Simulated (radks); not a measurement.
**Re³⁸⁺ in [Kr] 4d1: an all-electron calculation**

What are the levels of the rhenium ion Re38+, how large are its shells, and how does its energy divide?

The numbers are computed with radks (a radial shooting solver on a logarithmic mesh, Libxc functionals) version 1 (Dirac Kohn-Sham, B86b exchange with PBE correlation, spin-unpolarised, spherical densities, point nucleus; open shells fill j = l - 1/2 first), except any that are marked as measured or tabulated.

### Step 1. The atom as given

| Property | Result |
| --- | --- |
| element | rhenium (Z = 75) |
| charge | +38 |
| electrons | 37 |
| configuration | [Kr] 4d1 |

### Step 2. The calculation

Settings of this run:

```text
Z 75
configuration [Kr] 4d1
relativity Dirac
functional b86_mgc,pbe
spin unpolarised
j_filling energy
nucleus point
c 137.035999084
```

Q: Predict the outcome of this run.

**Answer**, as computed:

```
                        quantity                    value
                    total energy      -15849.6395 hartree
exchange-correlation share of it                   1.69 %
                            −T/E                   1.1388
          highest occupied level        4d3/2, -1670.9 eV
    most extended occupied level  4p3/2, <r> = 0.416 bohr
 radius at density 0.001 e/bohr³                1.05 bohr
    maxima of the radial density                        3
         ionisation energy, NIST         1696 (theory) eV
```

The radial density shows 3 maxima for 4 occupied principal shells; where shells overlap, one shows as a shoulder or not at all. −T/E is 1.139: with relativity the kinetic term as defined here no longer equals −E. The top level binds by 1670.9 eV, 99 % of the NIST ionisation energy of 1696 eV. Spin polarisation and multiplet splitting are left out.
